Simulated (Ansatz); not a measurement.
# HfRu: the cost of one run

Method: DFT PBEsol, scalar-relativistic, in Ansatz 0.2.0.

## 1. The system as given

The structure is cubic, space group Pm-3m (No. 221). Conventional cell: a = 3.225 Å, b = 3.225 Å, c = 3.225 Å, α = 90.00°, β = 90.00°, γ = 90.00°. Around Hf (site symmetry m-3m) lie 8 Ru at 2.79 Å. Ru (site symmetry m-3m) has 8 Hf at 2.79 Å as nearest neighbours.

Structure file:

```
Hf Ru
1.0
     3.22500    0.00000    0.00000
     0.00000    3.22500    0.00000
     0.00000    0.00000    3.22500
Hf Ru
1 1
Direct
  0.00000 0.00000 0.00000
  0.50000 0.50000 0.50000
```

Atoms are numbered in the order of the input: Hf1, Ru2.

## 2. The deformed structure

Space group Pm-3m before, R-3m after.

## 3. LAPW, all electrons

input.yaml reads:

```yaml
crystal:
  lattice:
    - [3.225, 0.03225, 0.03225]
    - [0.03225, 3.225, 0.03225]
    - [0.03225, 0.03225, 3.225]
  atoms:
    - { symbol: Hf, position: [0.0, 0.0, 0.0] }
    - { symbol: Ru, position: [0.5, 0.5, 0.5] }
kpoints:
  mp_grid: { grid: [11, 11, 11] }
  band_path:
    path:
      - [0.0, 0.0, 0.0]
      - [0.5, 0.5, 0.5]
      - [0.5193194925, 0.4806805075, 0.5]
      - [0.5, -0.4806805075, 0.4806805075]
      - [0.5, 0.0, 0.0]
      - [0.0, 0.0, 0.0]
      - [0.4903402537, -0.4903402537, 0.0]
      - [0.5096597463, 0.0, 0.4903402537]
      - [0.5, 0.0, 0.5]
    npoints: 5
scf:
  occupations: { method: fermi_dirac, width: 0.08 }
hamiltonian:
  xc: pbesol
  pseudopotentials: { kind: all_electron, lapw: { basis_error: 0.0005 } }
output:
  forces: true
  stress: true
  eigenvalues: true
```

The run is started by

```console
$ ansatz run input.yaml --threads 1 --pin off --max-ram 3072MiB --backend cpu --events-out ev --progress --plain --runs-dir out
```

Q: Estimate wall time and peak memory on 1 thread of Arm Neoverse V1, shared host.

About 93 s, with a peak of 0.79 GiB.
